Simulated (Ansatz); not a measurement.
A run of Ansatz 0.2.0:

Contents of input.yaml:

```yaml
crystal:
  lattice: { a: 6.47, b: 6.47, c: 6.47, alpha: 90.0, beta: 90.0, gamma: 90.0 }
  space_group: 225
  reduce_to_primitive: true
  atoms:
    - { symbol: Bi, wyckoff: "4a", position: [0.0, 0.0, 0.0] }
    - { symbol: Te, wyckoff: "4b", position: [0.5, 0.0, 0.0] }
hamiltonian:
  xc: lda
  pseudopotentials: { kind: paw, xc_functional: lda, accuracy: standard }
kpoints:
  mp_grid: { grid: [7, 7, 7] }
scf:
  occupations: { method: methfessel_paxton, width: 0.15 }
  n_extra_bands: 6
output:
  forces: true
  stress: true
  eigenvalues: true
  dos: { projected: true, de: 0.05, nscf_kmesh: { grid: [11, 11, 11] } }
```

Potentials or basis: JTH PAW LDA.

Launch:

```console
$ ansatz run input.yaml --threads 1 --pin off --max-ram 2560MiB --backend cpu --events-out ev --progress --plain --runs-dir out
```

Hardware: 1 thread of AMD EPYC 7B13 (Zen 3) (shared host).

Q: Estimate the wall time of this run.

A: Run time: 23 s on 1 thread of AMD EPYC 7B13 (Zen 3), with other jobs on the host, peak memory 0.68 GiB. Counts: scf iterations 7, plane waves 11791, k points 20, bands 17.
